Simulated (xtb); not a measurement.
# C2H6GeO (SMILES C=[C](O)[GeH3]) at GFN1-xTB

Aim: a geometry optimisation of C2H6GeO. 

The calculation is run with xtb 6.7.1.

7 further runs of the same task are left out: 7 set aside as unsound or not needed.

### 1 Starting point

The species is C2H6GeO (10 atoms), meant as a singlet with charge 0. SMILES: `C=[C](O)[GeH3]`. Geometry: a GFN2-xTB relaxation, a rough one for these elements and not checked as a minimum. This is one conformer, not always the lowest. The run starts from this shape.

Bond lengths: C1–C2 1.327 Å, C2–O3 1.368 Å, C2–Ge4 1.956 Å, C1–H5 1.077 Å, C1–H6 1.075 Å, O3–H7 0.964 Å, Ge4–H8 1.500 Å, Ge4–H9 1.488 Å, Ge4–H10 1.501 Å. Some angles: C1–C2–O3 120.0°, C1–C2–Ge4 123.2°, O3–C2–Ge4 116.9°, C2–C1–H5 121.8°, C2–C1–H6 120.3°, C2–O3–H7 109.8°, C2–Ge4–H8 110.0°, C2–Ge4–H9 112.1°, C2–Ge4–H10 109.6°, H5–C1–H6 118.0°.

### 2 A geometry optimisation at GFN1-xTB

The input, input.xyz:

```xyz
10
start
C     -1.00001     1.16845    -0.65508
C     -0.04847     0.24796    -0.55887
O      0.70940    -0.06921    -1.65331
Ge     0.34292    -0.71717     1.09680
H     -1.19852     1.68421    -1.57919
H     -1.59829     1.42030     0.20136
H      1.36045    -0.73929    -1.41677
H      0.12507    -2.18783     0.89729
H     -0.49041    -0.23831     2.23324
H      1.79784    -0.56911     1.43452
```

The run is started by

```sh
$ xtb input.xyz --opt vtight --gfn 1 -c 0 --parallel 1 > run.log
```

Q: Predict the results. Wanted: total energy at the end; dipole moment; HOMO energy; LUMO energy; HOMO–LUMO gap; dispersion energy.

Computed results:

Level: GFN1-xTB.

| quantity | value |
| --- | --- |
| total energy at the end | -13.78859 Eh |
| dipole moment | 1.53 D |
| HOMO energy | -11.86 eV |
| LUMO energy | -6.93 eV |
| HOMO–LUMO gap | 4.93 eV |
| dispersion energy | -7.69 kJ/mol |

In words: At the final geometry: Bond lengths: C1–C2 1.338 Å, C2–O3 1.364 Å, C2–Ge4 1.941 Å, C1–H5 1.083 Å, C1–H6 1.084 Å, O3–H7 0.966 Å, Ge4–H8 1.494 Å, Ge4–H9 1.490 Å, Ge4–H10 1.494 Å. Some angles: C1–C2–O3 119.9°, C1–C2–Ge4 123.1°, O3–C2–Ge4 117.0°, C2–C1–H5 122.6°, C2–C1–H6 120.4°, C2–O3–H7 110.8°, C2–Ge4–H8 110.6°, C2–Ge4–H9 110.3°, C2–Ge4–H10 110.5°, H5–C1–H6 117.0°. The optimisation took 18 steps and changed the energy by -0.012 eV. Mulliken charges run from -0.50 on O3 to +0.35 on H7.
